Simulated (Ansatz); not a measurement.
Run this with the Python package of Ansatz (0.2.0) and show what comes out.

The script reads `cl2fosi.xyz`:
```text
5

O     1.29230   -1.22380    0.42910
Si   -0.00340   -0.04930    0.07670
F    -1.00010    0.15410    1.43020
Cl   -1.09570   -0.73930   -1.51350
Cl    0.85670    1.78480   -0.46400
```

`disp_cl2fosi.py`
```python
"""Size of D3 and D4 in Cl2FOSi."""

import warnings

import ansatz as az

warnings.simplefilter("ignore", az.DeckWarning)

mol = az.Crystal.molecule_from_extxyz("cl2fosi.xyz")

model = mol.calculation()
model = model.basis(gaussian="def2-SVP")
model = model.spin("collinear", total=1)
for name in ["pbe0", "r2scan"]:
    for correction in ("d3bj", "d4"):
        r = model.functional(name, dispersion=correction).run().report
        print(f"{name:8s} {correction:5s} total {r['free_energy_ev']:.5f} eV, of which dispersion {1000 * r['dispersion']['energy']['ev']:.2f} meV")
```

```console
$ python disp_cl2fosi.py
pbe0     d3bj  total -37659.26399 eV, of which dispersion -128.46 meV
pbe0     d4    total -37659.28116 eV, of which dispersion -145.63 meV
r2scan   d3bj  total -37671.22100 eV, of which dispersion -37.66 meV
r2scan   d4    total -37671.22151 eV, of which dispersion -38.17 meV
```

Notes:
- Total energies depend on the basis set; only differences at equal settings carry meaning.
- The geometry is a force-field or estimated start, not a minimum of this method, and the basis set is short of its limit. D4 holds the three-body term, and d3bj doesn't.
- The species is open-shell (spin multiplicity 2).
- A dispersion term here runs with damping parameters fitted for another variant or functional.
- The script silences the warnings on its input, which a real study should read.
- The whole script took 110 s on 1 thread of Arm Neoverse V1, on a shared host, peak memory 0.3 GiB.
